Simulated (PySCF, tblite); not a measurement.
**C₆H₁₀FPSSi: geometry, infrared bands and NMR shifts**

Wanted: the infrared bands and NMR shifts of C₆H₁₀FPSSi (`C[Si](C)(C)c1pc(F)cs1`), by calculation.

The runs use tblite 0.8.0 and PySCF 2.14.0, with density-fitted response routines of our own; the level of theory stands in each step. All values are computed, except where a source is named. Atoms are numbered from 0 throughout.

### 1 The starting structure

20 atoms, charge 0, multiplicity 1; geometry from: force field or distance geometry start.

Bonds of the start (Å): C0–Si1 1.85, Si1–C2 1.86, Si1–C3 1.89, Si1–C4 1.85, C4–P5 1.85, P5–C6 1.92, C6–F7 1.37, C6–C8 1.42, C8–S9 1.79, S9–C4 1.60, C0–H10 1.12, C0–H11 1.12, C0–H12 1.08, C2–H13 1.12, C2–H14 1.12, C2–H15 1.10, C3–H16 1.09, C3–H17 1.12, C3–H18 1.10, C8–H19 1.11.

### 2 Relaxing the molecule with GFN2-xTB

What the job is given:

```
{"job": {"kind": "relax", "xc": "GFN2-xTB", "basis": "xTB"}, "charge": 0, "multiplicity": 1}
C     -1.897300     1.406700    -0.600800
Si    -0.968200    -0.027600     0.102200
C     -1.609100    -0.657100     1.728500
C     -1.179700    -1.400500    -1.172700
C      0.816600     0.393900     0.306000
P      1.919900    -0.598000    -0.794700
C      3.742000    -0.071900    -0.522900
F      4.729000    -0.699400    -1.241100
C      3.516800     0.921900     0.469500
S      1.875700     1.322300     1.059100
H     -2.090500     2.215700     0.147700
H     -2.926200     1.038300    -0.863200
H     -1.469400     1.799500    -1.506000
H     -2.725100    -0.651300     1.646300
H     -1.387000     0.052400     2.560900
H     -1.220000    -1.647400     2.017300
H     -2.169800    -1.850100    -1.119000
H     -0.334900    -2.098300    -0.961500
H     -1.017800    -0.901200    -2.137400
H      4.389800     1.462700     0.878800
```

Run with:

```console
> OMP_NUM_THREADS=1 python probes_run.py task.json out
```

One launch serves the whole session: the jobs run in the order shown.

**Question.** This job is followed by: GFN2-xTB harmonic vibrations, gas phase; GIAO PBE0/pcSseg-1 NMR shielding, non-relativistic, gas phase. What will the session give for the following? strongest single infrared mode (GFN2-xTB); zero-point energy (GFN2-xTB); 13C shifts against TMS (PBE0/pcSseg-1, means over atoms taken as alike); 1H shifts against TMS (PBE0/pcSseg-1, means over atoms taken as alike); 29Si shifts against TMS (PBE0/pcSseg-1); 31P shifts against H3PO4 (PBE0/pcSseg-1); 19F shifts against CFCl3 (PBE0/pcSseg-1); 33S shifts against CS2 (PBE0/pcSseg-1).

As calculated:

| quantity | value |
| --- | --- |
| strongest single infrared mode (GFN2-xTB) | 856 cm⁻¹, 190 km/mol |
| zero-point energy (GFN2-xTB) | 89.7 kcal/mol |
| 13C shifts against TMS (PBE0/pcSseg-1, means over atoms taken as alike) | 198.1, 192.4, 133.2, 1.5 ppm |
| 1H shifts against TMS (PBE0/pcSseg-1, means over atoms taken as alike) | 8.03, 0.38 ppm |
| 29Si shifts against TMS (PBE0/pcSseg-1) | -4.1 ppm |
| 31P shifts against H3PO4 (PBE0/pcSseg-1) | 206.2 ppm |
| 19F shifts against CFCl3 (PBE0/pcSseg-1) | -125.0 ppm |
| 33S shifts against CS2 (PBE0/pcSseg-1) | 299 ppm |

**Reading.** Over 87 steps the energy fell by 2.752 eV; of the close pairs, P5–C6 changed most, 1.916 to 1.777 Å. No mode is imaginary among the 54: a minimum at this level. Unscaled tight-binding wavenumbers are off by several per cent, some by more. Its intensities can rank the bands wrongly. At PBE0/pcSseg-1: Shielding is most anisotropic at P5 (span 591 ppm, paramagnetic term -857 ppm). NICS(1)zz of -23 ppm above the planar ring from C4 marks a diatropic (aromatic) ring current.
